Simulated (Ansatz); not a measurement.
# WH₄ (singlet): the correlation ladder, def2-SVP

One table from this session's results is given with a row withheld; the runs are named, their logs left out.

Computed with Ansatz 0.2.0, Gaussian basis. Level: def2-SVP, core rule «outside noble gas», up to 4 orbitals frozen.

The runs, in order: UHF; CCSD(T) on RHF; CCSD(T) on UHF; CISD; CCSDT(Q) on RHF; CCSDT(Q) on UHF; CCSDTQ on RHF; CASSCF and MRCISD+Q, 10 electrons in 10 orbitals; CASSCF and NEVPT2, 10 electrons in 10 orbitals.

6 further runs of the same task are left out: 2 for a known fault of the program, 4 set aside as unsound or not needed.

## The geometry

The geometry is a PBE0/def2-TZVP stationary point (not a proven minimum). No spin-orbit coupling is included. Elements past krypton take def2 core potentials.

5 atoms, charge 0, spin multiplicity 1.

Atoms are counted from 1 here; the program's logs count them from 0.

Bond lengths: W1–H2 1.702 Å, W1–H3 1.702 Å, W1–H4 1.702 Å, W1–H5 1.702 Å. Angles: H2–W1–H3 112.5°, H2–W1–H4 112.5°, H2–W1–H5 103.5°, H3–W1–H4 103.5°, H3–W1–H5 112.5°, H4–W1–H5 112.5°.

Set-up of the first run:

in.yaml reads:

```yaml
crystal:
  periodic: [false, false, false]
  atoms:
    - {symbol: W, position_ang: [0.000000, 0.000000, 0.000000]}
    - {symbol: H, position_ang: [1.052537, 0.946373, 0.945380]}
    - {symbol: H, position_ang: [-1.055695, -0.942936, 0.945293]}
    - {symbol: H, position_ang: [-1.051305, 0.944302, -0.948815]}
    - {symbol: H, position_ang: [1.054463, -0.947739, -0.941858]}
basis:
  gaussian: {orbitals: def2-SVP}
magnetization: {spin_polarized: true, initial_magnetization: 0}
hamiltonian: {xc: hf}
output: {orbitals: {seedname: orbitals}}
```

Started as:

```
$ ansatz run in.yaml --threads 1 --pin off --events-out ev --progress --plain --max-ram 4096MiB --backend cpu
```

Among the steps run: UHF; CCSD(T) on RHF; CCSD(T) on UHF; CISD; CCSDT(Q) on RHF; CCSDT(Q) on UHF; CCSDTQ on RHF; CASSCF and MRCISD+Q, 10 electrons in 10 orbitals; CASSCF and NEVPT2, 10 electrons in 10 orbitals.

One of the session's tables, all rows but one given; the rest of the session is left out.

It belongs to the step «Misses and costs». 

| method | from RCCSDT(Q) (kJ/mol) |
| --- | --- |
| RHF | +608.5 |
| UHF | +491.9 |
| RMP2 | +145.2 |
| UMP2 | +48.3 |
| CISD | +102.1 |
| RCCSD | +48.5 |
| UCCSD | -50.9 |
| RCCSD(T) | +23.9 |
| UCCSD(T) | -74.8 |
| RCCSDT | +5.9 |
| UCCSDT | -90.4 |
| RCCSDT(Q) | 0 |
| UCCSDT(Q) | -92.6 |
| RCCSDTQ | 0.0 |
| CASSCF valence | ? |
| NEVPT2 valence | +86.6 |
| MRCISD valence | +22.2 |
| MRCISD+Q valence | +1.1 |

**Question.** Estimate the row for CASSCF valence.

**Answer.** from RCCSDT(Q) (kJ/mol): +352.3. In the column «from RCCSDT(Q) (kJ/mol)» it lies between RMP2 (+145.2) and UHF (+491.9).

To keep in mind: The determinant is far from a pure spin state, so its energy mixes those of several spin states (harmless only where they are near-degenerate, as at dissociation). The report flags that the cluster equations may have other roots. The program flags UCCSD(T), RCCSDT(Q), UCCSDT(Q), RCCSDTQ as in doubt, so the zero of the table is itself unsure. Warnings: restricted reference is unstable; spin contamination; large T1 diagnostic. Restricted and unrestricted rows rest on different reference determinants; where their highest levels disagree by more than a few hundredths of an eV, they describe different states and don't form one ladder.
